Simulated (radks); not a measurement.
# La inside a hard spherical wall

An exercise on one series of results from a longer session: the logs are not shown, and one member is left open.

Program: radks (a radial shooting solver on a logarithmic mesh, Libxc functionals) version 1. Level of theory: scalar-relativistic Kohn-Sham, PBE, spin-polarised, spherical densities, point nucleus; open shells are filled with parallel spins first. These are calculated values, not measurements, unless marked.

## What is computed

```
element       : lanthanum (Z = 57)
charge        : 0
electrons     : 57
configuration : [Xe] 5d1 6s2
```

The outer shells:

La
```
[Xe] core
5d [↑ ][  ][  ][  ][  ]
6s [↑↓]
```

The first run:

Settings of this run:

```text
Z 57
configuration [Xe] 5d1 6s2 6p0 7s0 6d0
relativity scalar-relativistic
functional pbe,pbe
spin polarised
nucleus point
c 137.035999084
```

Command:

```sh
$ python run_ks.py task.json out
```

All runs below come from this command, one after another.

Steps of the session up to this table: The free atom; Wall at 20 bohr; Wall at 15 bohr; Wall at 12 bohr; Wall at 10 bohr; Wall at 7 bohr; Wall at 4 bohr; Wall at 3.5 bohr; Wall at 3 bohr; Wall at 2.5 bohr; Wall at 1.5 bohr.

One of the session's tables, all rows but one given; the rest of the session is left out.

```
R (bohr)  E − E(free) (eV)  ε(5d) (eV)  ε(6p, empty) (eV)  ε(7s, empty) (eV)  ε(6d, empty) (eV)
    free             0.000      -3.306             -1.425                  -                  -
      20             0.000      -3.306             -1.424              0.001              0.523
      15             0.001      -3.303             -1.411              0.361              0.881
      12             0.016      -3.264             -1.320              1.226              1.550
      10             0.111      -3.117             -1.037              2.824              2.652
       7             1.774      -1.906              1.324             11.405              8.184
       4            36.711       7.720             25.688             71.715             44.780
     3.5                 ?           ?                  ?                  ?                  ?
       3            144.48      26.676             73.897             170.54             103.65
     2.5            328.33      52.584             136.27             289.30             174.11
     1.5            2682.9      293.56             647.81             1180.5             698.29
```

Q: Estimate the row for R (bohr) = 3.5 from the others.

Worked estimate for «E − E(free) (eV)». A straight line through the neighbours (4, 36.711) and (3, 144.48) gives 36.711 + (144.48 − 36.711) × (3.5 − 4) / (3 − 4) = 90.595; a parabola fitted to 4 rows on both sides gives 92.183.

The run gave: E − E(free) (eV): 69.976; ε(5d) (eV): 14.249; ε(6p, empty) (eV): 42.598; ε(7s, empty) (eV): 107.72; ε(6d, empty) (eV): 66.254. In «E − E(free) (eV)» the line misses by +20.619 and the parabola by +22.207.

In words: Eigenvalues are for spin up. From R = 4 bohr inwards the highest occupied level lies above zero, pushed up by confinement. Shells are not refilled when levels cross, and a hard wall is a model, not a crystal.
